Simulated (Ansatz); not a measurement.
# doublet [CH5BO2]+: levels of theory compared

Aim: a comparison of 6 runs (UB3LYP/6-31G*, U-r2SCAN0/cc-pVDZ, UCAM-B3LYP/cc-pVDZ, UHSE06/cc-pVDZ, UPBE-QIDH/cc-pVDZ) of doublet [CH5BO2]+. 

Program for the calculation: Ansatz 0.2.0.

70 further runs of the same task are left out: 70 set aside as unsound or not needed.

### Step 1. The molecule

[CH5BO2]+: 9 atoms, total charge +1, spin state doublet. SMILES of the parent species: `COBO`. The coordinates come from a PBE0-D4/def2-TZVP relaxation. This is one conformer, not always the lowest. That shape belongs to the parent species and isn't relaxed for this state.

Bond lengths: C1–O2 1.410 Å, O2–B3 1.356 Å, B3–O4 1.356 Å, C1–H5 1.094 Å, C1–H6 1.092 Å, C1–H7 1.092 Å, B3–H8 1.199 Å, O4–H9 0.962 Å. Some angles: C1–O2–B3 121.7°, O2–B3–O4 119.6°, O2–C1–H5 111.5°, O2–C1–H6 109.2°, O2–C1–H7 109.3°, O2–B3–H8 121.8°, O4–B3–H8 118.6°, B3–O4–H9 112.1°, H5–C1–H6 109.1°, H5–C1–H7 109.0°.

### Step 2. A single-point energy at UB3LYP/6-31G(d) (spherical functions) (run 1)

job.yaml

```yaml
crystal:
  periodic: [false, false, false]
  atoms:
    - {symbol: C, position_ang: [0.281800, 0.801900, -1.057400]}
    - {symbol: O, position_ang: [-0.113500, 0.454800, 0.251000]}
    - {symbol: B, position_ang: [-0.134900, -0.834100, 0.671600]}
    - {symbol: O, position_ang: [-0.524600, -1.118500, 1.938500]}
    - {symbol: H, position_ang: [0.568100, -0.079800, -1.637600]}
    - {symbol: H, position_ang: [1.131400, 1.486400, -1.006200]}
    - {symbol: H, position_ang: [-0.544800, 1.307500, -1.561700]}
    - {symbol: H, position_ang: [0.183900, -1.738400, -0.047600]}
    - {symbol: H, position_ang: [-0.758900, -0.326300, 2.432200]}
basis:
  gaussian:
    orbitals: 6-31G_st_-spherical.json
total_charge: 1
magnetization:
  spin_polarized: true
  initial_magnetization: 1
hamiltonian:
  xc: {name: B3LYP}
accuracy: high
output: {orbitals: {seedname: orbitals}}
```

The basis set 6-31G* is read from a file made from the Basis Set Exchange's data (not shown).

Launch:

```console
$ ansatz run job.yaml --threads 1 --pin off --max-ram 3480MiB --events-out events.jsonl --progress --plain --runs-dir runs
```

The log of the run:

```text
Warning: RAYON_NUM_THREADS=1 ignored (pool sized by the plan → 1); use --threads N
Functional definition: B3LYP
  name "B3LYP"
  parameter a0 = 0.2
  parameter ax = 0.72
  parameter ac = 0.81
  exchange = (1 - a0 - ax)*slater_x + ax*b88_x + a0*exact_x
  correlation = (1 - ac)*vwn_rpa_c + ac*lyp_c
1567 factors; integrals over basis functions are off by at most 3.6e-9 eV
mean field evaluation 1: about -5864.1443 eV, gradient 6.2e1 eV
mean field evaluation 2: about -5833.0692 eV, gradient 1.1e2 eV
mean field evaluation 4: about -5878.3597 eV, gradient 2.0e1 eV
mean field evaluation 8: about -5880.2013 eV, gradient 8.0e-1 eV
mean field evaluation 16: about -5880.4047 eV, gradient 5.5e-3 eV
mean field evaluation 32: about -5880.4047 eV, gradient 6.8e-7 eV
mean field -5880.40469880 eV, -216.1008867993 hartree, gradient 4.6e-8 eV, S^2 0.763137; 2 other end points of the search recorded, 0 dependent functions left out
reference -5880.40473053 eV, -216.1008879654 hartree; 16, 15 occupied and 50, 51 virtual orbitals, 1567 factors
Total energy: -5880.40473053 eV, -216.1008879654 hartree
```

Wall time 13 s (1 thread of Arm Neoverse V2, shared host); peak memory 0.27 GiB.

### Step 3. A single-point energy at UB3LYP/6-31G(d) (Cartesian functions) (run 2)

in.yaml

```yaml
crystal:
  periodic: [false, false, false]
  atoms:
    - {symbol: C, position_ang: [0.281800, 0.801900, -1.057400]}
    - {symbol: O, position_ang: [-0.113500, 0.454800, 0.251000]}
    - {symbol: B, position_ang: [-0.134900, -0.834100, 0.671600]}
    - {symbol: O, position_ang: [-0.524600, -1.118500, 1.938500]}
    - {symbol: H, position_ang: [0.568100, -0.079800, -1.637600]}
    - {symbol: H, position_ang: [1.131400, 1.486400, -1.006200]}
    - {symbol: H, position_ang: [-0.544800, 1.307500, -1.561700]}
    - {symbol: H, position_ang: [0.183900, -1.738400, -0.047600]}
    - {symbol: H, position_ang: [-0.758900, -0.326300, 2.432200]}
basis:
  gaussian: {orbitals: "6-31G*"}
total_charge: 1
magnetization: {spin_polarized: true, initial_magnetization: 1}
hamiltonian: {xc: {name: B3LYP}}
accuracy: high
output: {orbitals: {seedname: orbitals}}
```

Launch:

```console
$ ansatz run in.yaml --threads 1 --pin off --max-ram 3480MiB --events-out events.jsonl --progress --plain --runs-dir runs
```

The log of the run, cut to the lines that bear on the results:

```text
Warning: RAYON_NUM_THREADS=1 ignored (pool sized by the plan → 1); use --threads N
[... 7 set-up lines as earlier in the session ...]
1585 factors; integrals over basis functions are off by at most 3.2e-9 eV
mean field evaluation 1: about -5864.2841 eV, gradient 6.3e1 eV
mean field evaluation 2: about -5833.0505 eV, gradient 1.1e2 eV
mean field evaluation 4: about -5878.5126 eV, gradient 2.0e1 eV
mean field evaluation 8: about -5880.3540 eV, gradient 8.0e-1 eV
mean field evaluation 16: about -5880.4939 eV, gradient 5.5e-3 eV
mean field evaluation 32: about -5880.4939 eV, gradient 3.8e-7 eV
mean field -5880.49394986 eV, -216.1041667154 hartree, gradient 8.4e-8 eV, S^2 0.763154; 2 other end points of the search recorded, 0 dependent functions left out
reference -5880.49398163 eV, -216.1041678831 hartree; 16, 15 occupied and 54, 55 virtual orbitals, 1585 factors
Total energy: -5880.49398163 eV, -216.1041678831 hartree
```

Wall time 12 s (1 thread of Arm Neoverse V2, shared host); peak memory 0.28 GiB.

Run 3 isn't shown in full; the table further down has it.

### Step 4. The energy at UCAM-B3LYP/cc-pVDZ (run 4)

run.yaml

```yaml
basis:
  gaussian: {orbitals: cc-pVDZ}
crystal:
  periodic: [false, false, false]
  atoms:
    - {symbol: C, position_ang: [0.281800, 0.801900, -1.057400]}
    - {symbol: O, position_ang: [-0.113500, 0.454800, 0.251000]}
    - {symbol: B, position_ang: [-0.134900, -0.834100, 0.671600]}
    - {symbol: O, position_ang: [-0.524600, -1.118500, 1.938500]}
    - {symbol: H, position_ang: [0.568100, -0.079800, -1.637600]}
    - {symbol: H, position_ang: [1.131400, 1.486400, -1.006200]}
    - {symbol: H, position_ang: [-0.544800, 1.307500, -1.561700]}
    - {symbol: H, position_ang: [0.183900, -1.738400, -0.047600]}
    - {symbol: H, position_ang: [-0.758900, -0.326300, 2.432200]}
total_charge: 1
magnetization: {spin_polarized: true, initial_magnetization: 1}
hamiltonian: {xc: {name: CAM-B3LYP}}
accuracy: high
output: {orbitals: {seedname: orbitals}}
```

Launch:

```console
$ ansatz run run.yaml --threads 1 --pin off --max-ram 3480MiB --events-out events.jsonl --progress --plain --runs-dir runs
```

The log of the run, cut to the lines that bear on the results:

```text
Warning: RAYON_NUM_THREADS=1 ignored (pool sized by the plan → 1); use --threads N
Functional definition: CAM-B3LYP
  name "CAM-B3LYP"
[...]
1901 factors; integrals over basis functions are off by at most 5.7e-9 eV
384 factors; integrals over basis functions are off by at most 2.5e-9 eV
[...]
mean field -5878.05609646 eV, -216.0145772555 hartree, gradient 6.9e-8 eV, S^2 0.767282; 2 other end points of the search recorded, 0 dependent functions left out
reference -5878.05611443 eV, -216.0145779156 hartree; 16, 15 occupied and 65, 66 virtual orbitals, 1901 factors
Total energy: -5878.05611443 eV, -216.0145779156 hartree
```

It took 16 s on 1 thread of Arm Neoverse V2, shared host; peak memory 0.36 GiB.

Run 5 isn't shown in full; the table further down has it.

### Step 5. A single-point energy at UPBE-QIDH/cc-pVDZ (run 6)

job.yaml, as its differences from that of step 2:

```diff
@@ -1 +1,3 @@
+basis:
+  gaussian: {orbitals: cc-pVDZ}
 crystal:
@@ -12,11 +14,6 @@
     - {symbol: H, position_ang: [-0.758900, -0.326300, 2.432200]}
-basis:
-  gaussian:
-    orbitals: 6-31G_st_-spherical.json
 total_charge: 1
-magnetization:
-  spin_polarized: true
-  initial_magnetization: 1
-hamiltonian:
-  xc: {name: B3LYP}
+magnetization: {spin_polarized: true, initial_magnetization: 1}
+hamiltonian: {xc: {name: PBE-QIDH}}
+correlation: {frozen_orbitals: {B: 1, C: 1, H: 0, O: 1}}
 accuracy: high
```

Launch:

```console
$ ansatz run job.yaml --threads 1 --pin off --max-ram 3480MiB --events-out events.jsonl --progress --plain --runs-dir runs
```

The log of the run, cut to the lines that bear on the results:

```text
Warning: RAYON_NUM_THREADS=1 ignored (pool sized by the plan → 1); use --threads N
Functional definition: PBE-QIDH
  name "PBE-QIDH"
[...]
1901 factors; integrals over basis functions are off by at most 5.7e-9 eV
[...]
mean field -5865.56954515 eV, -215.5557049583 hartree, gradient 7.6e-8 eV, S^2 0.779849; 4 other end points of the search recorded, 0 dependent functions left out
4 core orbitals not correlated: weight in the atoms' cores, before any rotation towards them, 1.000 or more for the frozen orbitals, at most 0.000 for the correlated occupied ones
reference -5865.56954611 eV, -215.5557049939 hartree; 12, 11 occupied and 65, 66 virtual orbitals, 1901 factors
second order -17.57687287 eV of doubles, -0.00000000 eV of singles
Total energy: -5871.42850374 eV, -215.7710177152 hartree
```

Run time: 22 s. Hardware: 1 thread of Arm Neoverse V2, shared host; peak memory 0.35 GiB.

### Step 6. Overview of the runs

```tsv
run	level	Cartesian functions	frozen core orbitals	energy (Eh)	HOMO energy (eV)	LUMO energy (eV)	⟨S²⟩	wall time
1	UB3LYP/6-31G* (spherical functions)	no	–	-216.100888	-15.79	-13.48	0.763	13 s
2	UB3LYP/6-31G* (Cartesian functions)	yes	–	-216.104168	-15.79	-13.48	0.763	12 s
3	U-r2SCAN0/cc-pVDZ	no	–	-215.965723	-16.30	-13.10	0.774	34 s
4	UCAM-B3LYP/cc-pVDZ	no	–	-216.014578	-17.55	-12.18	0.767	16 s
5	UHSE06/cc-pVDZ	no	–	-215.855068	-15.60	-13.61	0.766	15 s
6	UPBE-QIDH/cc-pVDZ	no	4	-215.771018	-18.34	-10.81	0.780	22 s
```

### Step 7. Summary of results

| quantity | value |
| --- | --- |
| run 6: total energy | -215.77102 Eh |
| run 6: HOMO energy (SCF part's orbitals) (highest over α and β) | -18.34 eV |
| run 6: LUMO energy (SCF part's orbitals) (lowest over α and β) | -10.81 eV |
| run 6: ⟨S²⟩ | 0.780 |

Totals of different functionals can't be ranked against each other. All runs together took 1.9 min, the longest 34 s.
